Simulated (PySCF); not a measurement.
**[Tl(H2O)]3+: other functionals and bases at one geometry**

Aim: see how levels, charges and forces of [Tl(H2O)]3+ depend on the level of theory. It is a constructed species; whether it can be made isn't addressed.

The runs use PySCF 2.14.0; several levels, as the steps say, no spin–orbit coupling.

1 further run of the same task is left out (for a known fault of the program).

### 1 The system as given

4 atoms, charge 3, spin multiplicity 1.

Bond lengths: Tl1–O2 2.274 Å, O2–H3 1.031 Å, O2–H4 1.031 Å. Angles: Tl1–O2–H3 114.6°, Tl1–O2–H4 114.6°, H3–O2–H4 107.4°.

Coordinates:

| atom | x (Å) | y (Å) | z (Å) |
| --- | --- | --- | --- |
| Tl1 | 0.0000 | -0.0202 | -0.2490 |
| O2 | 0.0000 | 0.1233 | 2.0207 |
| H3 | 0.8308 | -0.2822 | 2.4766 |
| H4 | -0.8308 | -0.2822 | 2.4766 |

Formal oxidation states: Tl +3. An earlier session relaxed this geometry at PBE0, Tl def2-SVP with ECP60, O def2-SVP, H def2-SVP (singlet, point group Cs).

At PBE0 on the finer grid: E = -247.044948 Eh, HOMO -31.44 eV, LUMO -28.07 eV, Mulliken charge on Tl1 +2.15 e, largest force component 0.002 eV/Å. 

Levels to run: revPBE; BP86; PBE0, TZVP. Hardware: 2 threads of Arm Neoverse V1, shared host.

### 2 revPBE

Input file run.py (the lines that set the calculation):

```python
mol = gto.M(atom='''
Tl     0.00000    -0.02023    -0.24900
O      0.00000     0.12328     2.02072
H      0.83083    -0.28220     2.47660
H     -0.83083    -0.28220     2.47660''',
    basis={'Tl': 'def2-SVP', 'O': 'def2-SVP', 'H': 'def2-SVP'},
    ecp={'Tl': 'def2-SVP'},
    charge=3, spin=0)
mf = dft.RKS(mol, xc='PBE_R,PBE')
mf.grids.atom_grid = (75, 302)
mf = mf.density_fit()  # fitting sets: Tl def2-universal-JKFIT, O def2-universal-JKFIT, H def2-universal-JKFIT
mf.conv_tol = 1e-08; mf.max_cycle = 55
mf.kernel(dm0)  # dm0: the density of the relaxed state
```

Launch:

```bash
$ OMP_NUM_THREADS=2 python run.py
```

### 3 BP86

Edit run.py (the lines that set the calculation) of step 2 so:

```diff
@@ -8,3 +8,3 @@
     charge=3, spin=0)
-mf = dft.RKS(mol, xc='PBE_R,PBE')
+mf = dft.RKS(mol, xc='B88,P86')
 mf.grids.atom_grid = (75, 302)
```

### 4 PBE0, TZVP

Basis: Tl def2-TZVP with ECP60, O def2-TZVP, H def2-TZVP. 

Input file run.py (the lines that set the calculation):

```python
mol = gto.M(atom='''
Tl     0.00000    -0.02023    -0.24900
O      0.00000     0.12328     2.02072
H      0.83083    -0.28220     2.47660
H     -0.83083    -0.28220     2.47660''',
    basis={'Tl': 'def2-TZVP', 'O': 'def2-TZVP', 'H': 'def2-TZVP'},
    ecp={'Tl': 'def2-TZVP'},
    charge=3, spin=0)
mf = dft.RKS(mol, xc='PBE0')
mf.grids.atom_grid = (75, 302)
mf = mf.density_fit()  # fitting sets: Tl def2-universal-JKFIT, O def2-universal-JKFIT, H def2-universal-JKFIT
mf.conv_tol = 1e-08; mf.max_cycle = 55
mf.kernel(dm0)  # dm0: free metal ions and neutral atoms
```

Q: Predict the outcome of this session. Wanted: for each run, HOMO; gap; charge on Tl1; dipole; largest force.

As calculated:

| level | state | HOMO (eV) | gap (eV) | charge on Tl1 (e) | dipole (D) | largest force (eV/Å) | basis functions | time |
| --- | --- | --- | --- | --- | --- | --- | --- | --- |
| PBE0 (relaxed here) | singlet | -31.44 | 3.37 | 2.15 | 7.66 | 0.00 | 50 | 2 s |
| revPBE | singlet | -30.10 | 1.07 | 2.10 | 8.26 | 0.91 | 50 | 1.4 s |
| BP86 | singlet | -30.33 | 1.06 | 2.09 | 8.36 | 0.74 | 50 | 1.4 s |
| PBE0, TZVP | singlet | -31.46 | 3.48 | 2.16 | 7.82 | 0.49 | 93 | 4 s |

Times are on 2 threads of Arm Neoverse V1, shared host; the first row also made further properties. The dipole of a charged species depends on the origin, so these sizes hold for this origin alone.

In one basis the HOMO–LUMO gap runs from 1.06 eV (BP86) to 3.37 eV (PBE0). The largest leftover force, 0.91 eV/Å with revPBE, stands at a geometry relaxed at another level. The Mulliken charge on Tl spans +2.09 to +2.16 e over the levels. Total energies of different levels can't be compared. Spin–orbit coupling is left out throughout.
